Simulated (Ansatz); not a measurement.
This script for a single point in a Gaussian basis of C4H8AlN, SMILES C=C(C)[C](=N)[AlH2] with Ansatz 0.2.0, Python API holds a mistake.

Input file `c4h8aln.xyz`:
```text
14

C     0.63270   -1.58530   -1.24350
C     0.28680   -0.67000   -0.28180
C     0.65900   -0.98780    1.12190
C    -0.34860    0.61700   -0.59130
N    -0.76560    0.87570   -1.82450
Al   -0.88150    1.95290    0.82940
H     1.12870   -2.46490   -1.03690
H     0.35530   -1.33610   -2.29400
H     1.21770   -1.95030    1.25700
H     1.38040   -0.20330    1.54070
H    -0.22180   -1.03150    1.80050
H    -1.24880    1.77230   -2.04270
H    -1.69510    3.30950    0.42330
H    -0.51220    1.67260    2.37070
```

`c4h8aln_energy.py`:
```python
"""Single point of C4H8AlN in a Gaussian basis."""

import ansatz as az
import numpy as np
import pandas as pd

geometry = az.Crystal.molecule_from_extxyz("c4h8aln.xyz")

base = (
    geometry.calculation()
    .basis(gaussian="cc-pVDZ")
    .functional("PBE0")
    .stress()
    .forces()
)
trace = []
result = base.session().plan().execute(on_event=trace.append)
data = result.report
for event in trace:
    if event["event"] == "mean_field_evaluation" and event["data"]["evaluation"] <= 25:
        print("pass {evaluation:3d}  E = {energy_ev:.6f} eV  gradient {gradient_ev:.1e}".format(**event["data"]))

for key in ("converged", "free_energy_ev", "reference_energy_ev", "n_frozen", "n_occupied", "n_virtual"):
    print(f"{key:22s} {data[key]}")

symbols = [site.symbol for site in geometry.cartesian_sites]
print("forces (eV/A)")
for symbol, f in zip(symbols, data["forces_ev_ang"]):
    print(f"  {symbol:2s} {f[0]:9.4f} {f[1]:9.4f} {f[2]:9.4f}")

charges = data["charge_distribution"]
table = pd.DataFrame({"atom": symbols, "mulliken": charges["mulliken_charges_e"], "lowdin": charges["lowdin_charges_e"]})
print(table.round(3).to_string())
print("dipole (e A):", np.round(charges["dipole_moment_e_ang"], 4) + 0.0)
```

```console
$ python c4h8aln_energy.py
Traceback (most recent call last):
  File "c4h8aln_energy.py", line 17, in <module>
    result = base.session().plan().execute(on_event=trace.append)
             ~~~~~~~~~~~~^^
  ...
ansatz.RefusalError: invalid value for `basis.gaussian`: such a run doesn't read output.stress; remove what it names
$ echo $?
1
```
(Library frames cut from the traceback.)

What is wrong, and how is it mended?

The fault: a molecule has no stress. The correction:

```diff
--- before
+++ after
@@ -12,3 +12,2 @@
     .functional("PBE0")
-    .stress()
     .forces()
```

After the fix:

Running `python c4h8aln_energy.py` prints:
```text
pass   1  E = -12345.819410 eV  gradient 5.3e+01
pass   2  E = -12337.783873 eV  gradient 7.5e+01
pass   3  E = -12352.090119 eV  gradient 1.9e+01
pass   4  E = -12352.882502 eV  gradient 6.7e+00
pass   5  E = -12352.984578 eV  gradient 2.0e+00
pass   6  E = -12352.993263 eV  gradient 7.3e-01
pass   7  E = -12352.993240 eV  gradient 7.3e-01
pass   8  E = -12353.269784 eV  gradient 1.0e+00
pass   9  E = -12353.272750 eV  gradient 3.1e-01
pass  10  E = -12353.272794 eV  gradient 2.8e-01
pass  11  E = -12353.272992 eV  gradient 3.7e-02
pass  12  E = -12353.272995 eV  gradient 1.2e-02
pass  13  E = -12353.273005 eV  gradient 1.3e-02
pass  14  E = -12353.273005 eV  gradient 2.3e-03
pass  15  E = -12353.273005 eV  gradient 3.6e-04
pass  16  E = -12353.273005 eV  gradient 8.2e-05
pass  17  E = -12353.273005 eV  gradient 9.2e-05
pass  18  E = -12353.273005 eV  gradient 3.8e-05
pass  19  E = -12353.273005 eV  gradient 3.8e-05
converged              True
free_energy_ev         -12353.273040593871
reference_energy_ev    -12353.273040593871
n_frozen               0
n_occupied             [26, 26]
n_virtual              [102, 102]
forces (eV/A)
  C    -2.1909    3.8716   -0.7866
  C     1.2499   -2.1138   -1.3471
  C     1.0344    0.5062    1.5091
  C    -1.8975    1.7855   -1.8137
  N     0.8351   -1.0426    1.0649
  Al    0.1284    0.0883    0.1021
  H     1.1569   -2.1765    0.6178
  H     0.2792   -0.2743    0.6075
  H    -0.5068    0.4736   -0.4335
  H    -0.9339   -0.6440   -0.2971
  H     0.2793    0.1530   -0.1251
  H     0.4617   -0.3423    1.0270
  H     0.2262   -0.4280   -0.0558
  H    -0.1218    0.1433   -0.0696
   atom  mulliken  lowdin
0     C     0.080   0.069
1     C    -0.193  -0.177
2     C    -0.044   0.021
3     C    -0.137  -0.162
4     N    -0.186   0.174
5    Al     0.299   0.116
6     H     0.015  -0.014
7     H     0.053   0.019
8     H     0.047   0.026
9     H     0.072   0.044
10    H     0.071   0.032
11    H     0.116  -0.002
12    H    -0.092  -0.069
13    H    -0.101  -0.077
dipole (e A): [0.0388 0.0209 0.1944]
```

Total energies depend on the basis set; only differences at equal settings carry meaning. The geometry is a force-field or estimated start, not a minimum of this method, and the basis set is short of its limit. The Löwdin charges here are taken after orthogonalising the functions within each atom; they differ from plain Löwdin charges, and their signs can be unphysical. Early passes use coarser integrals and grids, so their energies can't be compared with the last. Wall time of the script: 7.9 s on 1 thread of Arm Neoverse V2, with other jobs on the host, peak memory 0.39 GiB.

(Lines on the test bed's own set-up are left out of the output.)
